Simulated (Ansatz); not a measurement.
# F₂H₂NSi radical (SMILES [NH][SiH](F)F): a rigid scan of the bond length Si2–H6

The task here is to estimate one member of a computed series from the others.

Computed with Ansatz 0.2.0, Gaussian basis. Level: single points in def2-TZVPP.

Levels: PBE-D4, r2SCAN-D4, PBE0-D4, B3LYP-D4, wB97M-V, Hartree-Fock, MP2, CCSD, CCSD(T). The scan takes 1.208, 1.270, 1.361, 1.467, 1.584, 1.711, 1.846, 1.987 Å.

Cores are frozen in the correlated methods. Orbitals are unrestricted. B3LYP uses VWN-RPA correlation.

20 further runs of the same task are left out: 20 set aside as unsound or not needed.

**The starting structure**

The minimum, relaxed at PBE0-D4: SMILES `[NH][SiH](F)F`, 6 atoms, charge 0, spin multiplicity 2.

Atoms are counted from 1 here; the program's logs count them from 0.

Bond lengths: N1–Si2 1.728 Å, N1–H5 1.021 Å, Si2–F3 1.580 Å, Si2–F4 1.587 Å, Si2–H6 1.473 Å. Angles: Si2–N1–H5 116.5°, N1–Si2–F3 107.9°, N1–Si2–F4 114.0°, N1–Si2–H6 109.2°, F3–Si2–F4 106.4°, F3–Si2–H6 109.9°, F4–Si2–H6 109.3°.

Geometry (Å):

```xyz
6

N    -0.02536    1.00171   -0.90375
Si    0.18804   -0.24493    0.27303
F     1.57866   -0.94145   -0.00465
F    -0.90864   -1.39018    0.20741
H    -0.97779    1.15666   -1.23652
H     0.18719    0.35409    1.61829
```

Energies of the minimum (eV), from earlier single points: PBE-D4 -14828.56850, r2SCAN-D4 -14836.04800, PBE0-D4 -14829.44652, B3LYP-D4 -14840.42162, wB97M-V -14837.33065, CCSD(T) -14816.65251.

At the minimum the bond length Si2–H6 is 1.473 Å.

The first run:

Contents of ccsdt-tzvpp/in.yaml:

```yaml
crystal:
  periodic: [false, false, false]
  atoms:
    - {symbol: N, position_ang: [-0.025363, 1.001706, -0.903745]}
    - {symbol: Si, position_ang: [0.188042, -0.244928, 0.273027]}
    - {symbol: F, position_ang: [1.578663, -0.941446, -0.004651]}
    - {symbol: F, position_ang: [-0.908640, -1.390178, 0.207406]}
    - {symbol: H, position_ang: [-0.977794, 1.156659, -1.236522]}
    - {symbol: H, position_ang: [0.187346, 0.246456, 1.376569]}
basis:
  gaussian: {orbitals: def2-TZVPP}
magnetization: {spin_polarized: true, initial_magnetization: 1}
correlation: {method: ccsd_t}
scf: {omitted_lower_state_checks: [cluster_reference]}
```

No record of the launch command was kept for these runs.

Steps of the session up to this table: Si2–H6 = 1.208 Å; Si2–H6 = 1.270 Å; Si2–H6 = 1.361 Å; Si2–H6 = 1.467 Å; Si2–H6 = 1.584 Å; Si2–H6 = 1.711 Å; Si2–H6 = 1.846 Å; Si2–H6 = 1.987 Å.

One table of the session follows, with a row left open; its other results are not shown here.

Energies less that of the minimum at the same level (kJ/mol):

| bond length (Å) | PBE-D4 | PBE0-D4 | B3LYP-D4 | wB97M-V | Hartree-Fock |
| --- | --- | --- | --- | --- | --- |
| 1.208 | 100.3 | 95.8 | 92.5 | 90.8 | 90.8 |
| 1.270 | 54.4 | 50.6 | 48.3 | 46.8 | 46.1 |
| 1.361 | 15.5 | 13.2 | 12.1 | 11.2 | 10.3 |
| 1.467 | ? | ? | ? | ? | ? |
| 1.473 (minimum) | 0.0 | 0.0 | 0.0 | 0.0 | 0.0 |
| 1.584 | 6.9 | 9.7 | 10.3 | 11.6 | 13.6 |
| 1.711 | 30.9 | 37.3 | 38.0 | 41.3 | 46.7 |
| 1.846 | 65.9 | 76.8 | 76.8 | 83.1 | 93.3 |
| 1.987 | 107.2 | 123.2 | 122.3 | 131.5 | 147.5 |

Estimate the missing values for bond length (Å) = 1.467.

As computed: PBE-D4: 0.2; PBE0-D4: 0.0; B3LYP-D4: 0.0; wB97M-V: -0.1; Hartree-Fock: -0.2.

To keep in mind: A polynomial through the near points puts the CCSD(T) minimum 0.009 Å below the PBE0-D4 value.
